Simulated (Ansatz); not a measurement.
# doublet CH6Sn+: levels of theory compared

Aim: a comparison of 4 runs (UHF/def2-SVP, UBHLYP/def2-SVP, UHSE06/def2-SVP, UMP2/def2-SVP) of doublet CH6Sn+. 

The results are computed with Ansatz 0.2.0.

42 further runs of the same task are left out: 1 that didn't finish, 41 set aside as unsound or not needed.

## 1. The structure to begin with

The species is CH6Sn+ (8 atoms), meant as a doublet with charge +1. SMILES of the parent species: `[CH3][SnH3]`. Geometry: relaxed at PBE0-D4/def2-TZVP. That shape belongs to the parent species and isn't relaxed for this state.

Bond lengths: C1–Sn2 2.140 Å, C1–H3 1.090 Å, C1–H4 1.090 Å, C1–H5 1.090 Å, Sn2–H6 1.709 Å, Sn2–H7 1.709 Å, Sn2–H8 1.709 Å. Some angles: C1–Sn2–H6 110.1°, C1–Sn2–H7 110.1°, C1–Sn2–H8 110.1°, Sn2–C1–H3 110.0°, Sn2–C1–H4 110.0°, Sn2–C1–H5 110.0°, H6–Sn2–H7 108.8°, H6–Sn2–H8 108.8°, H7–Sn2–H8 108.8°, H3–C1–H4 109.0°.

## 2. The energy at UHF/def2-SVP (core potential) (run 1)

The input, input.yaml:

```yaml
crystal:
  periodic: [false, false, false]
  atoms:
    - {symbol: C, position_ang: [1.094500, 0.367400, -0.110600]}
    - {symbol: Sn, position_ang: [-0.919400, -0.329100, 0.082100]}
    - {symbol: H, position_ang: [1.300500, 0.627700, -1.148800]}
    - {symbol: H, position_ang: [1.789300, -0.411200, 0.204000]}
    - {symbol: H, position_ang: [1.244600, 1.249200, 0.512300]}
    - {symbol: H, position_ang: [-2.012000, 0.886800, -0.417500]}
    - {symbol: H, position_ang: [-1.156700, -1.716400, -0.887800]}
    - {symbol: H, position_ang: [-1.248700, -0.731500, 1.710400]}
basis:
  gaussian:
    orbitals: def2-SVP
hamiltonian:
  xc: hf
magnetization:
  spin_polarized: true
  initial_magnetization: 1
output: {orbitals: {seedname: orbitals}}
accuracy: high
total_charge: 1
```

On the command line:

```console
ansatz run input.yaml --threads 1 --pin off --max-ram 3480MiB --events-out events.jsonl --progress --plain --runs-dir runs
```

Log:

```text
Warning: RAYON_NUM_THREADS=1 ignored (pool sized by the plan → 1); use --threads N
Functional definition: HF
  name "HF"
  exchange = exact_x
  correlation = 0
1742 factors; integrals over basis functions are off by at most 3.3e-9 eV
mean field evaluation 1: about -6913.6007 eV, gradient 2.8e1 eV
mean field evaluation 2: about -6913.6685 eV, gradient 2.8e1 eV
mean field evaluation 4: about -6918.3744 eV, gradient 2.7e0 eV
mean field evaluation 8: about -6918.6059 eV, gradient 4.8e-1 eV
mean field evaluation 16: about -6918.7007 eV, gradient 7.8e0 eV
mean field evaluation 32: about -6918.0815 eV, gradient 5.9e0 eV
mean field evaluation 64: about -6918.6537 eV, gradient 1.9e0 eV
mean field -6919.47157044 eV, -254.2858900272 hartree, gradient 2.9e-8 eV, S^2 0.760270; 3 other end points of the search recorded, 0 dependent functions left out
reference -6919.47157044 eV, -254.2858900272 hartree; 17, 16 occupied and 53, 54 virtual orbitals, 1742 factors
Total energy: -6919.47157044 eV, -254.2858900272 hartree
```

Run time: 2.9 s. Hardware: 1 thread of Arm Neoverse V2, shared host; peak memory 0.27 GiB.

## 3. A single-point energy at UBHLYP/def2-SVP (core potential) (run 2)

Changes to input.yaml since step 2:

```diff
@@ -12,11 +12,7 @@
 basis:
-  gaussian:
-    orbitals: def2-SVP
-hamiltonian:
-  xc: hf
-magnetization:
-  spin_polarized: true
-  initial_magnetization: 1
+  gaussian: {orbitals: def2-SVP}
+total_charge: 1
+magnetization: {spin_polarized: true, initial_magnetization: 1}
+hamiltonian: {xc: {name: BHLYP}}
+accuracy: high
 output: {orbitals: {seedname: orbitals}}
-accuracy: high
-total_charge: 1
```

On the command line:

```console
ansatz run input.yaml --threads 1 --pin off --max-ram 3480MiB --events-out events.jsonl --progress --plain --runs-dir runs
```

Log:

```text
Warning: RAYON_NUM_THREADS=1 ignored (pool sized by the plan → 1); use --threads N
Functional definition: BHLYP
  name "BHLYP"
  parameter a = 0.5
  exchange = (1 - a)*b88_x + a*exact_x
  correlation = lyp_c
1742 factors; integrals over basis functions are off by at most 3.3e-9 eV
mean field evaluation 1: about -6941.9464 eV, gradient 4.0e1 eV
mean field evaluation 2: about -6937.4672 eV, gradient 4.5e1 eV
mean field evaluation 4: about -6950.6269 eV, gradient 1.3e0 eV
mean field evaluation 8: about -6950.7100 eV, gradient 5.6e-1 eV
mean field evaluation 16: about -6951.3074 eV, gradient 6.1e-1 eV
mean field -6951.32022404 eV, -255.4563064592 hartree, gradient 9.9e-8 eV, S^2 0.755742; 2 other end points of the search recorded, 0 dependent functions left out
reference -6951.32025183 eV, -255.4563074806 hartree; 17, 16 occupied and 53, 54 virtual orbitals, 1742 factors
Total energy: -6951.32025183 eV, -255.4563074806 hartree
```

Wall time 8.7 s (1 thread of Arm Neoverse V2, shared host); peak memory 0.3 GiB.

## 4. A single-point energy at UHSE06/def2-SVP (core potential) (run 3)

The input, job.yaml:

```yaml
crystal:
  periodic: [false, false, false]
  atoms:
    - {symbol: C, position_ang: [1.094500, 0.367400, -0.110600]}
    - {symbol: Sn, position_ang: [-0.919400, -0.329100, 0.082100]}
    - {symbol: H, position_ang: [1.300500, 0.627700, -1.148800]}
    - {symbol: H, position_ang: [1.789300, -0.411200, 0.204000]}
    - {symbol: H, position_ang: [1.244600, 1.249200, 0.512300]}
    - {symbol: H, position_ang: [-2.012000, 0.886800, -0.417500]}
    - {symbol: H, position_ang: [-1.156700, -1.716400, -0.887800]}
    - {symbol: H, position_ang: [-1.248700, -0.731500, 1.710400]}
basis:
  gaussian:
    orbitals: def2-SVP
hamiltonian:
  xc: hse06
magnetization:
  spin_polarized: true
  initial_magnetization: 1
accuracy: high
total_charge: 1
output: {orbitals: {seedname: orbitals}}
```

On the command line:

```console
ansatz run job.yaml --threads 1 --pin off --max-ram 3480MiB --events-out events.jsonl --progress --plain --runs-dir runs
```

Log:

```text
Warning: RAYON_NUM_THREADS=1 ignored (pool sized by the plan → 1); use --threads N
Functional definition: HSE06
  name "HSE06"
  parameter a = 0.25
  parameter omega = 0.11/bohr
  exchange = pbe_x - a*pbe_x_sr(omega) + a*exact_x_sr(omega)
  correlation = pbe_c
1742 factors; integrals over basis functions are off by at most 3.3e-9 eV
97 factors; integrals over basis functions are off by at most 1.4e-9 eV
mean field evaluation 1: about -6939.9204 eV, gradient 4.7e1 eV
mean field evaluation 2: about -6911.5373 eV, gradient 6.9e1 eV
mean field evaluation 4: about -6951.2691 eV, gradient 1.1e1 eV
mean field evaluation 8: about -6952.4607 eV, gradient 1.1e0 eV
mean field evaluation 16: about -6952.5811 eV, gradient 6.2e-2 eV
mean field evaluation 32: about -6952.5815 eV, gradient 5.3e-6 eV
mean field evaluation 64: about -6952.5546 eV, gradient 5.8e-1 eV
mean field -6952.58145517 eV, -255.5026558486 hartree, gradient 4.3e-8 eV, S^2 0.753862; 4 other end points of the search recorded, 0 dependent functions left out
reference -6952.58145891 eV, -255.5026559861 hartree; 17, 16 occupied and 53, 54 virtual orbitals, 1742 factors
Total energy: -6952.58145891 eV, -255.5026559861 hartree
```

It took 17 s on 1 thread of Arm Neoverse V2, shared host; peak memory 0.31 GiB.

## 5. A single-point energy at UMP2/def2-SVP (core potential) (run 4)

The input, in.yaml:

```yaml
crystal:
  periodic: [false, false, false]
  atoms:
    - {symbol: C, position_ang: [1.094500, 0.367400, -0.110600]}
    - {symbol: Sn, position_ang: [-0.919400, -0.329100, 0.082100]}
    - {symbol: H, position_ang: [1.300500, 0.627700, -1.148800]}
    - {symbol: H, position_ang: [1.789300, -0.411200, 0.204000]}
    - {symbol: H, position_ang: [1.244600, 1.249200, 0.512300]}
    - {symbol: H, position_ang: [-2.012000, 0.886800, -0.417500]}
    - {symbol: H, position_ang: [-1.156700, -1.716400, -0.887800]}
    - {symbol: H, position_ang: [-1.248700, -0.731500, 1.710400]}
basis:
  gaussian: {orbitals: def2-SVP}
total_charge: 1
accuracy: high
correlation: {method: mp2, frozen_orbitals: {C: 1, H: 0, Sn: 4}}
magnetization: {spin_polarized: true, initial_magnetization: 1}
```

On the command line:

```console
ansatz run in.yaml --threads 1 --pin off --max-ram 3480MiB --events-out events.jsonl --progress --plain --runs-dir runs
```

Log (excerpt; [...] marks lines left out):

```text
Warning: RAYON_NUM_THREADS=1 ignored (pool sized by the plan → 1); use --threads N
[... 2 set-up lines as earlier in the session ...]
[...]
1742 factors; integrals over basis functions are off by at most 3.3e-9 eV
[...]
mean field -6919.47157044 eV, -254.2858900272 hartree, gradient 2.9e-8 eV, S^2 0.760270; 5 other end points of the search recorded, 0 dependent functions left out
5 core orbitals not correlated: weight in the atoms' cores, before any rotation towards them, 1.000 or more for the frozen orbitals, at most 0.000 for the correlated occupied ones
reference -6919.47157044 eV, -254.2858900272 hartree; 12, 11 occupied and 53, 54 virtual orbitals, 1742 factors
second order -6.58067625 eV of doubles, -0.00000000 eV of singles
Total energy: -6926.05224669 eV, -254.5277254190 hartree
```

Run time: 4.2 s. Hardware: 1 thread of Arm Neoverse V2, shared host; peak memory 0.28 GiB.

## 6. All runs side by side

| run | level | frozen core orbitals | energy (Eh) | HOMO energy (eV) | LUMO energy (eV) | ⟨S²⟩ | wall time |
| --- | --- | --- | --- | --- | --- | --- | --- |
| 1 | UHF/def2-SVP (core potential) | – | -254.285890 | -17.31 | -8.50 | 0.760 | 2.9 s |
| 2 | UBHLYP/def2-SVP (core potential) | – | -255.456307 | -15.62 | -11.68 | 0.756 | 8.7 s |
| 3 | UHSE06/def2-SVP (core potential) | – | -255.502656 | -14.18 | -13.10 | 0.754 | 17 s |
| 4 | UMP2/def2-SVP (core potential) | 5 | -254.527725 | – | – | 0.760 | 4.2 s |

## 7. Results

| quantity | value |
| --- | --- |
| run 4: total energy | -254.52773 Eh |
| run 4: correlation energy (5 core orbitals frozen) | -241.8 mEh |
| run 4: ⟨S²⟩ of the reference determinant | 0.760 |

**Reading.** Totals of different functionals can't be ranked against each other. All runs together took 33 s, the longest 17 s.
